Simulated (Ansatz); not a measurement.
# CdHgS2: the cost of one run

Program: Ansatz 0.2.0. PAW datasets, plane waves. Note: simulated data, non-magnetic, for a generated structure that need not be the stable one.

### Step 1. The system as given

The unstrained cell was relaxed with r2SCAN; in each strained cell the atoms were relaxed again with r2SCAN. Names of k-points are those of the unstrained zone, where strain can split equivalent points. First state: -6.0 % strain along z alone.

The symmetry is P-4m2 (No. 115, tetragonal); a = 4.181 Å, c = 5.534 Å in the conventional setting, 24.18 Å³ an atom. Near Cd stand 4 S at 2.50 Å; near S stand 2 Cd at 2.50 Å and 2 Hg at 2.52 Å; near Hg stand 4 S at 2.52 Å.

As a file:

```cif
data_structure
_symmetry_space_group_name_H-M 'P-4m2'
_symmetry_Int_Tables_number 115
_cell_length_a 4.1809
_cell_length_b 4.1809
_cell_length_c 5.5342
_cell_angle_alpha 90.000
_cell_angle_beta 90.000
_cell_angle_gamma 90.000
_cell_volume 96.73
loop_
_atom_site_label
_atom_site_type_symbol
_atom_site_symmetry_multiplicity
_atom_site_Wyckoff_symbol
_atom_site_fract_x
_atom_site_fract_y
_atom_site_fract_z
_atom_site_occupancy
Cd1 Cd 1 a 0.00000 0.00000 0.00000 1
S1 S 2 g 0.00000 0.50000 0.24627 1
Hg1 Hg 1 c 0.50000 0.50000 0.50000 1
```

### Step 2. -6.0 % strain along z alone: PBE

The input, input.yaml:

```yaml
crystal:
  lattice:
    - [4.1808544811, 0.0, 0.0]
    - [0.0, 4.1808544811, 0.0]
    - [0.0, 0.0, 5.5341816492]
  atoms:
    - { symbol: Cd, position: [0.0, 0.0, 0.0] }
    - { symbol: S, position: [0.0, 0.5, 0.246270336] }
    - { symbol: Hg, position: [0.5, 0.5, 0.5] }
    - { symbol: S, position: [0.5, 0.0, 0.753729664] }
kpoints:
  mp_grid: { grid: [6, 6, 4] }
  band_path:
    path:
      - [0.0, 0.0, 0.0]
      - [0.0, 0.5, 0.0]
      - [0.5, 0.5, 0.0]
      - [0.0, 0.0, 0.5]
      - [0.0, 0.5, 0.5]
      - [0.5, 0.5, 0.5]
    npoints: 1
hamiltonian:
  xc: pbe
scf:
  occupations: { method: fermi_dirac, width: 0.02 }
  n_extra_bands: 5
output:
  forces: true
  stress: true
  eigenvalues: true
  write_density: true
  write_potential: true
  elf: true
  volumetric_format: npy
```

On the command line:

```sh
$ ansatz run input.yaml --threads 4 --pin off --max-ram 3686MiB --backend cpu --events-out ev --progress --plain --runs-dir out
```

**Question.** How long does this run take on 4 threads of Arm Neoverse N1, shared host, and how much memory does it need?

About 4.9 s, with a peak of 0.41 GiB.
